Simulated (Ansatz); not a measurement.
# GeH₅NOSi: small, medium and large basis sets

The task here is to estimate one member of a computed series from the others.

The runs use Ansatz 0.2.0, Gaussian basis; one geometry, several basis sets.

The runs, in order: PBE0-D4/def2-SVP; ωB97M-V/def2-SVP; PBE0-D4/def2-QZVPP; ωB97M-V/def2-QZVPP; the functionals' def2-TZVPP values are taken from earlier runs.

### Structure used throughout

An earlier PBE0-D4 in a triple-zeta def2 set relaxation fixed the geometry.

9 atoms, charge 0, spin multiplicity 1.

Atoms are counted from 1 here; the program's logs count them from 0.

Bond lengths: N1–Si2 1.688 Å, N1–H5 1.006 Å, N1–H6 1.006 Å, Si2–O3 1.629 Å, Si2–Ge4 2.283 Å, Si2–H7 1.482 Å, O3–Ge4 1.916 Å, Ge4–H8 1.542 Å, Ge4–H9 1.542 Å. Angles: Si2–N1–H5 123.6°, Si2–N1–H6 121.8°, H5–N1–H6 113.2°, N1–Si2–O3 117.8°, N1–Si2–Ge4 127.6°, N1–Si2–H7 106.4°, O3–Si2–Ge4 55.7°, O3–Si2–H7 120.0°, Ge4–Si2–H7 121.2°, Si2–O3–Ge4 79.7°, Si2–Ge4–O3 44.6°, Si2–Ge4–H8 125.6°, Si2–Ge4–H9 123.1°, O3–Ge4–H8 107.9°, O3–Ge4–H9 106.6°, H8–Ge4–H9 108.4°.

Set-up of the first run:

Input file in.yaml:

```yaml
crystal:
  periodic: [false, false, false]
  atoms:
    - {symbol: N, position_ang: [-0.854106, 1.636410, 0.073883]}
    - {symbol: Si, position_ang: [0.312553, 0.499535, -0.370024]}
    - {symbol: O, position_ang: [1.135351, -0.248352, 0.820167]}
    - {symbol: Ge, position_ang: [0.275552, -1.752190, 0.001829]}
    - {symbol: H, position_ang: [-1.490576, 1.509179, 0.842286]}
    - {symbol: H, position_ang: [-1.112576, 2.395910, -0.532685]}
    - {symbol: H, position_ang: [1.041010, 1.076097, -1.524523]}
    - {symbol: H, position_ang: [1.371011, -2.750972, -0.422538]}
    - {symbol: H, position_ang: [-0.589818, -2.412116, 1.094604]}
basis:
  gaussian: {orbitals: def2-SVP}
hamiltonian: {xc: pbe0, dispersion: d4}
output: {orbitals: {seedname: orbitals}}
```

Launch:

```console
$ ansatz run in.yaml --threads 4 --pin off --events-out ev --progress --plain --max-ram 10444MiB
```

Steps of the session up to this table: PBE0-D4 in def2-SVP; ωB97M-V in def2-SVP; PBE0-D4 in def2-QZVPP; ωB97M-V in def2-QZVPP.

One table of the session follows, with a row left open; its other results are not shown here.

It belongs to the step «Density functionals: the series». 

| functional | basis | HOMO (eV) |
| --- | --- | --- |
| PBE0-D4 | def2-SVP | -6.37 |
| PBE0-D4 | def2-TZVPP | -6.48 |
| PBE0-D4 | def2-QZVPP | ? |
| ωB97M-V | def2-SVP | -8.39 |
| ωB97M-V | def2-TZVPP | -8.54 |
| ωB97M-V | def2-QZVPP | -8.58 |

Estimate the missing values for PBE0-D4, def2-QZVPP.

**Answer.** HOMO (eV): -6.53. In the column «HOMO (eV)» it lies between ωB97M-V, def2-SVP (-8.39) and PBE0-D4, def2-TZVPP (-6.48).
